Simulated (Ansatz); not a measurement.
# C2H7GeN: basis-set convergence

The task here is to estimate one member of a computed series from the others.

Program: Ansatz 0.2.0, Gaussian basis. Level of theory: one geometry, several basis sets. These are calculated values, not measurements.

Plan: PBE0-D4/def2-SVP; ωB97M-V/def2-SVP; PBE0-D4/def2-QZVPP; ωB97M-V/def2-QZVPP; the functionals' def2-TZVPP values are taken from earlier runs.

## The geometry

An earlier PBE0-D4 in a triple-zeta def2 set relaxation fixed the geometry.

11 atoms, charge 0, spin multiplicity 1.

Atoms are counted from 1 here; the program's logs count them from 0.

Bond lengths: C1–Ge2 1.937 Å, C1–H5 1.090 Å, C1–H6 1.091 Å, C1–H7 1.090 Å, Ge2–C3 1.916 Å, Ge2–N4 1.878 Å, Ge2–H8 1.531 Å, C3–N4 1.482 Å, C3–H9 1.087 Å, C3–H10 1.088 Å, N4–H11 1.013 Å. Angles: Ge2–C1–H5 111.0°, Ge2–C1–H6 110.3°, Ge2–C1–H7 108.2°, H5–C1–H6 109.0°, H5–C1–H7 109.3°, H6–C1–H7 109.0°, C1–Ge2–C3 123.7°, C1–Ge2–N4 113.5°, C1–Ge2–H8 118.0°, C3–Ge2–N4 46.0°, C3–Ge2–H8 117.2°, N4–Ge2–H8 115.8°, Ge2–C3–N4 65.7°, Ge2–C3–H9 120.3°, Ge2–C3–H10 117.8°, N4–C3–H9 114.0°, N4–C3–H10 118.2°, H9–C3–H10 112.9° and more.

The first run:

in.yaml

```yaml
crystal:
  periodic: [false, false, false]
  atoms:
    - {symbol: C, position_ang: [-1.103179, 1.461435, -0.185597]}
    - {symbol: Ge, position_ang: [-0.123520, -0.159755, -0.589114]}
    - {symbol: C, position_ang: [1.413707, -0.745699, 0.393881]}
    - {symbol: N, position_ang: [0.125958, -1.273448, 0.902598]}
    - {symbol: H, position_ang: [-0.823397, 2.266875, -0.864905]}
    - {symbol: H, position_ang: [-2.176187, 1.284570, -0.267147]}
    - {symbol: H, position_ang: [-0.868264, 1.754531, 0.837537]}
    - {symbol: H, position_ang: [-0.424230, -0.872599, -1.909951]}
    - {symbol: H, position_ang: [1.917040, -0.069327, 1.080108]}
    - {symbol: H, position_ang: [2.095964, -1.438077, -0.095887]}
    - {symbol: H, position_ang: [0.031406, -2.265405, 0.719077]}
basis:
  gaussian: {orbitals: def2-SVP}
hamiltonian: {xc: pbe0, dispersion: d4}
output: {orbitals: {seedname: orbitals}}
```

Command:

```sh
> ansatz run in.yaml --threads 4 --pin off --events-out ev --progress --plain --max-ram 10444MiB
```

Steps of the session up to this table: PBE0-D4 in def2-SVP; ωB97M-V in def2-SVP; PBE0-D4 in def2-QZVPP; ωB97M-V in def2-QZVPP.

One table of the session follows, with a row left open; its other results are not shown here.

It belongs to the step «Density functionals: the series». 

```
functional       basis  HOMO (eV)  LUMO (eV)
   PBE0-D4    def2-SVP      -6.02       0.60
   PBE0-D4  def2-TZVPP      -6.14       0.38
   PBE0-D4  def2-QZVPP      -6.18       0.15
   ωB97M-V    def2-SVP      -8.21       2.47
   ωB97M-V  def2-TZVPP          ?          ?
   ωB97M-V  def2-QZVPP      -8.36       1.61
```

Estimate the missing values for ωB97M-V, def2-TZVPP.

The run gave: HOMO (eV): -8.34; LUMO (eV): 2.14. In the column «HOMO (eV)» it lies between ωB97M-V, def2-QZVPP (-8.36) and ωB97M-V, def2-SVP (-8.21).
